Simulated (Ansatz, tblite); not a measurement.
**[Cu(NH2)2]- (CuN2H4−): rung by rung**

An exercise on one series of results from a longer session: the logs are not shown, and one member is left open.

The runs use Ansatz 0.2.0, Gaussian basis; as each input shows.

Levels to be run: GFN1-xTB, GFN2-xTB, PBE-D4/def2-TZVPD, r2SCAN-D4/def2-TZVPD, revPBE-D4/def2-TZVPD, B3LYP-D4/def2-TZVPD, BHLYP-D4/def2-TZVPD, r2SCANh-D4/def2-TZVPD, ωB97X-V/def2-TZVPD, HSE06-D4/def2-TZVPD, HF/def2-TZVPD, PBE-D4/def2-SVPD, PBE0-D4/def2-SVPD, HF/STO-3G, HF/6-31G, B3LYP-D4/6-31G, CCSD(T)/def2-TZVPPD, MP2/def2-TZVPD, RPA/def2-TZVPD.

## The geometry

The singlet was relaxed beforehand with r2SCAN-D4/def2-TZVPD.

7 atoms, charge -1, spin multiplicity 1.

Bond lengths: Cu1–N2 1.859 Å, Cu1–N5 1.859 Å, N2–H3 1.022 Å, N2–H4 1.022 Å, N5–H6 1.022 Å, N5–H7 1.022 Å. Angles: N2–Cu1–N5 174.6°, Cu1–N2–H3 111.1°, Cu1–N2–H4 111.3°, H3–N2–H4 104.0°, Cu1–N5–H6 111.1°, Cu1–N5–H7 111.3°, H6–N5–H7 104.0°.

Formally the metal is d10. No spin-orbit coupling is included. The ion is computed in the gas phase, without counter-ions or solvent.

PBE0-D4/def2-TZVPD was run before; its log isn't repeated, and its numbers join the tables.

The first run:

Tight binding, by tblite at 300 K electronic temperature and without a spin-polarisation term:

```python
tblite.interface.Calculator('GFN1-xTB', numbers, positions, charge=-1, uhf=0).singlepoint()
```

Tight binding, by tblite at 300 K electronic temperature and without a spin-polarisation term:

```python
tblite.interface.Calculator('GFN2-xTB', numbers, positions, charge=-1, uhf=0).singlepoint()
```

start.molden holds the orbitals of an earlier run on this state, given as this run's starting guess.

in.yaml reads:

```yaml
crystal:
  periodic: [false, false, false]
  atoms:
    - {symbol: Cu, position_ang: [-0.081447, -0.093208, 0.000394]}
    - {symbol: N, position_ang: [-0.300573, -0.010126, 1.844906]}
    - {symbol: H, position_ang: [0.093352, 0.853350, 2.223941]}
    - {symbol: H, position_ang: [0.225451, -0.749895, 2.315284]}
    - {symbol: N, position_ang: [0.022419, -0.308099, -1.843579]}
    - {symbol: H, position_ang: [0.823843, 0.195950, -2.228402]}
    - {symbol: H, position_ang: [-0.783046, 0.112039, -2.312544]}
basis:
  gaussian: {orbitals: def2-TZVPD, initial_orbitals: start.molden}
total_charge: -1
hamiltonian: {xc: pbe, dispersion: d4}
scf: {omitted_lower_state_checks: [starts]}
output: {orbitals: {seedname: orbitals}}
```

On the command line:

```console
$ ansatz run in.yaml --threads 4 --pin off --events-out ev --progress --plain --max-ram 3916MiB
```

Steps of the session up to this table: PBE-D4/def2-TZVPD; r2SCAN-D4/def2-TZVPD; revPBE-D4/def2-TZVPD; B3LYP-D4/def2-TZVPD; BHLYP-D4/def2-TZVPD; r2SCANh-D4/def2-TZVPD; ωB97X-V/def2-TZVPD; HSE06-D4/def2-TZVPD; HF/def2-TZVPD; PBE-D4/def2-SVPD; PBE0-D4/def2-SVPD; HF/STO-3G; HF/6-31G; B3LYP-D4/6-31G; CCSD(T)/def2-TZVPPD; MP2/def2-TZVPD; RPA/def2-TZVPD.

One of the session's tables, all rows but one given; the rest of the session is left out.

It belongs to the step «Levels side by side». 

```
                level  LUMO (eV)  gap (eV)
            HF/STO-3G      11.97      7.80
             HF/6-31G       7.57      9.80
        HF/def2-TZVPD       5.55      9.00
     PBE-D4/def2-SVPD       3.70      2.70
    PBE-D4/def2-TZVPD       3.45      2.63
 revPBE-D4/def2-TZVPD          ?         ?
 r2SCAN-D4/def2-TZVPD       3.87      3.17
r2SCANh-D4/def2-TZVPD       4.06      3.89
       B3LYP-D4/6-31G       5.36      4.65
  B3LYP-D4/def2-TZVPD       3.80      4.13
    PBE0-D4/def2-SVPD       4.32      4.63
   PBE0-D4/def2-TZVPD       4.05      4.51
  HSE06-D4/def2-TZVPD       3.72      3.77
  BHLYP-D4/def2-TZVPD       4.47      6.09
   ωB97X-V/def2-TZVPD       5.39      8.23
```

**Question.** Estimate the row for revPBE-D4/def2-TZVPD.

The run gave: LUMO (eV): 3.49; gap (eV): 2.59. In the column «LUMO (eV)» it lies between PBE-D4/def2-TZVPD (3.45) and PBE-D4/def2-SVPD (3.70).
